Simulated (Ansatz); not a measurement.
Al3Pd:

```
Pd Al
1.0
     3.94691    0.00000    0.00000
     0.00000    3.94691    0.00000
     0.00000    0.00000    3.94691
Pd Al
1 3
Direct
  0.00000 0.00000 0.00000
  0.50000 0.50000 0.00000
  0.50000 0.00000 0.50000
  0.00000 0.50000 0.50000
```

The cell comes from a database or a generator and needn't be the stable form of this composition.

| Quantity | Value |
| --- | --- |
| Program | Ansatz 0.2.0 |
| Task | single point |
| Functional | PBEsol |
| Potentials or basis | Ansatz PAW |
| Cutoff | 420 eV (not typed: the program's choice for these potentials) |
| k mesh | 7 × 7 × 7 |
| Occupations | fermi-dirac, width 0.05 eV |
| Spin | no spin polarisation |

On this cell: pressure -1.9 GPa; largest force zero by symmetry; band gap on the k mesh none (metal or under the smearing width).

The same run follows on a disturbed copy (atoms moved at random, drawn with an rms of 0.05 Å):

```
Pd Al
1.0
     3.94691    0.00000    0.00000
     0.00000    3.94691    0.00000
     0.00000    0.00000    3.94691
Pd Al
1 3
Direct
  0.99924 0.00047 0.00216
  0.48637 0.49260 0.02024
  0.48967 0.00460 0.49874
  0.99742 0.50342 0.50314
```

Task: What changes?

Result: The energy (extrapolated to zero smearing) moves by +7.4 meV/atom; pressure -1.6 GPa; largest force 0.551 eV/Å; band gap on the k mesh none (metal or under the smearing width).

Forces on the atoms (eV/Å):
```
Pd  -0.087 -0.032 -0.059
Al   0.203  0.196 -0.474
Al   0.144 -0.171  0.305
Al  -0.260  0.007  0.228
```

Stress tensor (GPa, compression positive):
```
-1.71  0.06 -0.11
 0.06 -1.59 -0.19
-0.11 -0.19 -1.56
```

Caveats: the PAW data sets come from PBE, with cores solved anew for the run's functional, which leaves a small shift of forces and pressure.
